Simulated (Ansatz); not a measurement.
# HfBBr4: the cost of one run

Method: DFT PBE, scalar-relativistic, plane waves, PAW, in Ansatz 0.2.0.

2 further runs of the same task are left out: 1 that didn't finish, 1 set aside as unsound or not needed.

### 1 The system as given

Symmetry: P4/mmm, No. 123, tetragonal system. The conventional cell has a = 4.702 Å, b = 4.702 Å, c = 6.850 Å, α = 90.00°, β = 90.00°, γ = 90.00°. Around Hf (site symmetry 4/mmm) lie 8 Br at 2.86 Å. Around B (site symmetry 4/mmm) lie 8 Br at 2.96 Å. Around Br (site symmetry 2mm) lie 2 Hf at 2.86 Å.

Structure file:

```
Hf B Br
1.0
     4.70152    0.00000    0.00000
     0.00000    4.70152    0.00000
     0.00000    0.00000    6.84953
Hf B Br
1 1 4
Direct
  0.00000 0.00000 0.00000
  0.50000 0.50000 0.50000
  0.50000 0.00000 0.23677
  0.00000 0.50000 0.76323
  0.50000 0.00000 0.76323
  0.00000 0.50000 0.23677
```

The cell was relaxed beforehand at this level, from a generated guess; it is a trial structure. At a tolerance of 0.05 Å it has space group P4/mmm (No. 123); it has 25.23 Å³/atom, an uncorrected energy of +0.02 eV/atom over the elements.

### 2 Bands, states and charges

Input file input.yaml:

```yaml
crystal:
  lattice:
    - [4.7015236646, 0.0, 0.0]
    - [0.0, 4.7015236646, 0.0]
    - [0.0, 0.0, 6.849531108]
  atoms:
    - { symbol: Hf, position: [0.0, 0.0, 0.0] }
    - { symbol: B, position: [0.5, 0.5, 0.5] }
    - { symbol: Br, position: [0.5, 0.0, 0.2367697949] }
    - { symbol: Br, position: [0.0, 0.5, 0.7632302051] }
    - { symbol: Br, position: [0.5, 0.0, 0.7632302051] }
    - { symbol: Br, position: [0.0, 0.5, 0.2367697949] }
basis:
  ecutwfc: 420
kpoints:
  mp_grid: { grid: [8, 8, 6] }
  band_path:
    path:
      - [[0.0, 0.0, 0.0], [0.0, 0.5, 0.0], [0.5, 0.5, 0.0], [0.0, 0.0, 0.0], [0.0, 0.0, 0.5], [0.0, 0.5, 0.5], [0.5, 0.5, 0.5], [0.0, 0.0, 0.5]]
      - [[0.0, 0.5, 0.0], [0.0, 0.5, 0.5]]
      - [[0.5, 0.5, 0.0], [0.5, 0.5, 0.5]]
    npoints: 14
hamiltonian:
  xc: pbe
scf:
  occupations: { method: gaussian, width: 0.1 }
  n_extra_bands: 15
output:
  forces: true
  stress: true
  eigenvalues: true
  populations: true
  dos: { projected: true, de: 0.02, nscf_kmesh: { grid: [10, 10, 8] } }
  bader: true
  write_density: true
  write_potential: true
  elf: true
  volumetric_format: npy
```

The run is started by

```sh
$ ansatz run input.yaml --threads 1 --pin off --max-ram 2048MiB --backend cpu --events-out ev --progress --plain --runs-dir out
```

Q: Estimate wall time and peak memory on 1 thread of Arm Neoverse V1, shared host.

About 96 s, with a peak of 0.74 GiB.
